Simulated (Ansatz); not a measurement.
# CuSn3 in Ansatz: the effect of functional

CuSn3:

```
CELL_PARAMETERS angstrom
-2.25474 2.25474 4.90296
2.25474 -2.25474 4.90296
2.25474 2.25474 -4.90296
ATOMIC_POSITIONS crystal
Sn 0.50000 0.50000 0.00000
Sn 0.25000 0.75000 0.50000
Sn 0.75000 0.25000 0.50000
Cu 0.00000 0.00000 0.00000
```

The cell comes from a database or a generator and needn't be the stable form of this composition.

The cell isn't the ideal one: volume scaled by 1.02.

Alike in all runs:

- Program: Ansatz 0.2.0
- Task: single point
- Potentials or basis: Ansatz PAW
- k mesh: 8 × 8 × 8
- Occupations: fermi-dirac, width 0.05 eV
- Spin: no spin polarisation

| functional | cutoff | pressure (GPa) |
| --- | --- | --- |
| LDA | 420 eV (not typed: the program's choice for these potentials) | -6.4 |
| r2SCAN | 500 eV (not typed: the program's choice for these potentials) | -3.5 |
| PBE | 420 eV (not typed: the program's choice for these potentials) | ? |

Question: What does the run with functional PBE give?

Answer: Pressure -1.9 GPa.

Caveats: the PAW data sets come from PBE, with cores solved anew for the run's functional, which leaves a small shift of forces and pressure (some runs).
